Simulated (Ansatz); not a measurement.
The system is LuSb.

```
CELL_PARAMETERS angstrom
0.00000 3.03933 3.03933
3.03933 0.00000 3.03933
3.03933 3.03933 0.00000
ATOMIC_POSITIONS crystal
Lu 0.00000 0.00000 0.00000
Sb 0.50000 0.50000 0.50000
```

The cell is a database's computed one.

| Quantity | Value |
| --- | --- |
| Program | Ansatz 0.2.0 |
| Task | relaxation of cell and atoms |
| Functional | revPBE |
| Dispersion | D3(BJ) |
| Potentials or basis | all-electron LAPW, scalar-relativistic |
| Basis error allowed | 0.001 eV/atom |
| k mesh | 8 × 8 × 8 |
| Occupations | fermi-dirac, width 0.05 eV |
| Spin | no spin polarisation |

At the start: volume 28.08 Å³/atom.

**Question.** Where does the relaxation end?

**Answer.** Over 5 steps the energy falls by 10.8 meV/atom and the volume is 26.87 Å³/atom (-4.3 %); space group Fm-3m (No. 225, to 0.05 Å).

Step by step:
```
step  energy change (eV)  largest force (eV/Å)  volume (Å³)
   1              0.0000                0.0000        56.15
   2             -0.0076                0.0000        51.90
   3             -0.0215                0.0000        53.84
   4             -0.0216                0.0000        53.74
   5             -0.0216                0.0000        53.74
```

Final structure:
```
Lu Sb
1.0
     0.00000    2.99514    2.99514
     2.99514    0.00000    2.99514
     2.99514    2.99514    0.00000
Lu Sb
1 1
Direct
  0.00000 0.00000 0.00000
  0.50000 0.50000 0.50000
```
